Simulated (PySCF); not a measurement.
# The bond of ZnAs, level by level

One table from this session's results is given with a row withheld; the runs are named, their logs left out.

Method: Zn pcseg-1, As pcseg-1, no relativity; program: PySCF 2.14.0.

The first run:

The job is set up so:

| Quantity | Value |
| --- | --- |
| atoms | Zn, As |
| charge | 0 |
| basis | Zn pcseg-1, As pcseg-1 |
| Hamiltonian | no relativity |
| basis functions | 58 |
| electrons treated | 63 |
| masses in u | 63.9291, 74.9216 |
| levels | PBE0, PBE, r²SCAN, BLYP, B97-3, TPSSh, HF, MP2, SCS-MP2 |
| grid | 80 radial by 434 angular points |
| occupations | held fixed by the projection of orbital angular momentum |
| dissociation limit | Zn + As, each in its ground configuration |
| starting distance in angstrom | 2.365 |
| values of 2S to try | 1, 3 |

The run is started by

```sh
OMP_NUM_THREADS=1 python dia.py task.json out
```

Among the steps run: The job; The PBE0 curve of the state that the search chose; Higher solutions at PBE0; PBE (GGA); r²SCAN (meta-GGA); BLYP (GGA); B97-3; TPSSh (hybrid meta-GGA); UHF (mean field).

One of the session's tables, all rows but one given; the rest of the session is left out.

It belongs to the step «The curves together». Energy (eV) from each level's lowest point:

| R (Å) | UHF | UHF-MP2 | UHF-SCS-MP2 | PBE | BLYP |
| --- | --- | --- | --- | --- | --- |
| 2.236 | 0.502 | 0.299 | 0.354 | 0.366 | 0.464 |
| 2.340 | 0.256 | 0.108 | 0.145 | 0.158 | 0.228 |
| 2.444 | 0.125 | 0.022 | 0.043 | 0.050 | 0.094 |
| 2.522 | 0.076 | 0.000 | 0.010 | 0.012 | 0.039 |
| 2.600 | 0.053 | 0.000 | 0.000 | 0.000 | 0.010 |
| 2.678 | 0.045 | 0.012 | 0.003 | 0.005 | 0.000 |
| 2.782 | 0.043 | 0.036 | 0.016 | 0.029 | 0.005 |
| 2.912 | 0.041 | 0.066 | 0.032 | 0.072 | 0.028 |
| 3.068 | ? | ? | ? | ? | ? |
| 3.276 | 0.000 | 0.101 | 0.040 | 0.200 | 0.115 |

Q: Estimate the row for R (Å) = 3.068 from the others.

Worked estimate for «UHF». A straight line through the neighbours (2.912, 0.041) and (3.276, 0.000) gives 0.041 + (0.000 − 0.041) × (3.068 − 2.912) / (3.276 − 2.912) = 0.023; a parabola fitted to 3 rows on both sides gives 0.030.

**Answer.** UHF: 0.029; UHF-MP2: 0.089; UHF-SCS-MP2: 0.042; PBE: 0.130; BLYP: 0.066. In «UHF» the line misses by -0.006 and the parabola by +0.001.
